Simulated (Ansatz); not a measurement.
# C₂H₅NSi: basis-set convergence

One table from this session's results is given with a row withheld; the runs are named, their logs left out.

The runs use Ansatz 0.2.0, Gaussian basis; one geometry, several basis sets.

Plan: PBE0-D4/def2-SVP; ωB97M-V/def2-SVP; PBE0-D4/def2-QZVPP; ωB97M-V/def2-QZVPP; the functionals' def2-TZVPP values are taken from earlier runs.

**The relaxed structure**

All runs share one geometry, relaxed beforehand with PBE0-D4 in a triple-zeta def2 set.

SMILES `C1=N[SiH2]C1`, 9 atoms, charge 0, spin multiplicity 1.

Atoms are counted from 1 here; the program's logs count them from 0.

Bond lengths: C1–N2 1.282 Å, C1–C4 1.518 Å, C1–H5 1.098 Å, N2–Si3 1.783 Å, Si3–C4 1.888 Å, Si3–H6 1.486 Å, Si3–H7 1.486 Å, C4–H8 1.092 Å, C4–H9 1.092 Å. Angles: N2–C1–C4 113.2°, N2–C1–H5 122.5°, C4–C1–H5 124.2°, C1–N2–Si3 88.9°, N2–Si3–C4 79.2°, N2–Si3–H6 115.0°, N2–Si3–H7 115.0°, C4–Si3–H6 118.0°, C4–Si3–H7 118.0°, H6–Si3–H7 109.1°, C1–C4–Si3 78.6°, C1–C4–H8 114.1°, C1–C4–H9 114.1°, Si3–C4–H8 119.1°, Si3–C4–H9 119.1°, H8–C4–H9 108.9°.

As a file:

```
C     0.24688   -0.88784   -0.75770
N     0.68718    0.16056   -1.35079
Si    0.15370    1.13337    0.04513
C    -0.36806   -0.59466    0.59937
H     0.31612   -1.88984   -1.20128
H    -0.91486    2.12332   -0.25044
H     1.24640    1.80548    0.79573
H    -1.43183   -0.83195    0.66682
H     0.15286   -1.06475    1.43606
```

The first run:

Input file in.yaml:

```yaml
crystal:
  periodic: [false, false, false]
  atoms:
    - {symbol: C, position_ang: [0.246881, -0.887841, -0.757705]}
    - {symbol: N, position_ang: [0.687179, 0.160561, -1.350787]}
    - {symbol: Si, position_ang: [0.153696, 1.133373, 0.045132]}
    - {symbol: C, position_ang: [-0.368058, -0.594658, 0.599368]}
    - {symbol: H, position_ang: [0.316120, -1.889838, -1.201284]}
    - {symbol: H, position_ang: [-0.914856, 2.123323, -0.250437]}
    - {symbol: H, position_ang: [1.246403, 1.805481, 0.795734]}
    - {symbol: H, position_ang: [-1.431826, -0.831949, 0.666818]}
    - {symbol: H, position_ang: [0.152862, -1.064753, 1.436062]}
basis:
  gaussian: {orbitals: def2-SVP}
hamiltonian: {xc: pbe0, dispersion: d4}
output: {orbitals: {seedname: orbitals}}
```

Started as:

```
$ ansatz run in.yaml --threads 2 --pin off --events-out ev --progress --plain --max-ram 4352MiB
```

Steps of the session up to this table: PBE0-D4 in def2-SVP; ωB97M-V in def2-SVP; PBE0-D4 in def2-QZVPP; ωB97M-V in def2-QZVPP.

One table of the session follows, with a row left open; its other results are not shown here.

```
functional       basis  HOMO (eV)  LUMO (eV)
   PBE0-D4    def2-SVP      -7.18      -0.39
   PBE0-D4  def2-TZVPP          ?          ?
   PBE0-D4  def2-QZVPP      -7.33      -0.59
   ωB97M-V    def2-SVP      -9.52       1.96
   ωB97M-V  def2-TZVPP      -9.66       1.71
   ωB97M-V  def2-QZVPP      -9.68       1.31
```

**Question.** Estimate the row for PBE0-D4, def2-TZVPP.

The run gave: HOMO (eV): -7.30; LUMO (eV): -0.54. In the column «HOMO (eV)» it lies between PBE0-D4, def2-QZVPP (-7.33) and PBE0-D4, def2-SVP (-7.18).
